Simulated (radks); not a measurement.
**Shell filling in a hard-walled sphere of radius 2.43 bohr*, N = 26 to 29**

Aim: add electrons one at a time to a hard-walled sphere of radius 2.43 bohr*, try the lowest free levels for each, keep the configuration of least energy, and see where shells close.

Program: radks, version 2. Model: non-relativistic spin-polarised Kohn-Sham, PBE, spherically averaged shells. All values are calculated.

## 1. The system

| Property | Result |
| --- | --- |
| well | a hard-walled sphere of radius 2.43 bohr* |
| functional | PBE |
| levels | named by radial order: 1s, 1p, 1d, 2s, 1f and so on |
| units | effective atomic units, hartree* and bohr* |
| configuration carried in | 1s2 1p6 1d10 1f(up 7, down 0) (N = 25, energy 225.858164) |

After this run come: N = 26; 27 electrons; Electron number 28; 29 electrons.

Q: Predict the outcome of this session. Wanted: closed shells at N; most unpaired electrons; configuration at N = 29.

The runs gave:

| quantity | value |
| --- | --- |
| closed shells at N | none in this range |
| most unpaired electrons | 6 at N = 26 |
| configuration at N = 29 | 1s2 1p6 1d10 1f(up 7, down 4) |

In words: No closed-shell configuration falls in this range. Among the lowest states kept at each count, up to 6 electrons are unpaired (N = 26), since exchange favours parallel spins. The model keeps every shell spherical, so real clusters and dots, which can deform, may order levels otherwise.
